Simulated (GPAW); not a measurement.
TaMo2C3, 6 atoms in the cell. Symmetry: P-3m1, No. 164, trigonal system. Conventional cell: a = 3.117 Å, b = 3.117 Å, c = 7.686 Å, α = 90.00°, β = 90.00°, γ = 120.00°. Ta (site symmetry -3m) is surrounded by 6 C at 2.21 Å. Around Mo (site symmetry 3m) lie 6 C at 2.19 to 2.22 Å. Around C (site symmetry 3m) lie 3 Mo at 2.19 Å and 3 Ta at 2.21 Å. C (site symmetry -3m) is surrounded by 6 Mo at 2.22 Å. The cell comes from a database or a generator and needn't be the stable form of this composition.

```yaml
Program: GPAW 26.7.0
Task: band structure
Functional: LDA
Potentials_or_basis: the program's PAW data sets (release 1.2.1) made for this functional
Cutoff: 800 eV
Basis: pw
k_mesh: 7 × 7 × 3
Occupations: fermi-dirac, width 0.05 eV
Spin: no spin polarisation
Maxiter: 150
Band_path: GMKGALHA,LM,KH
Band_points: 80
```

Potentials or basis: the program's PAW data sets (release 1.2.1) made for this functional, pw.

Command:

```sh
$ OMP_NUM_THREADS=1 python run.py
```

Hardware: 1 thread of Arm Neoverse V2, on a shared host.

**Question.** How long does it take, and how much memory?

**Answer.** Wall time 3.7 min on 1 thread of Arm Neoverse V2 (shared host), peak memory 0.68 GiB. Counts: scf iterations 17, plane waves 3353, bands 48, k points 20.
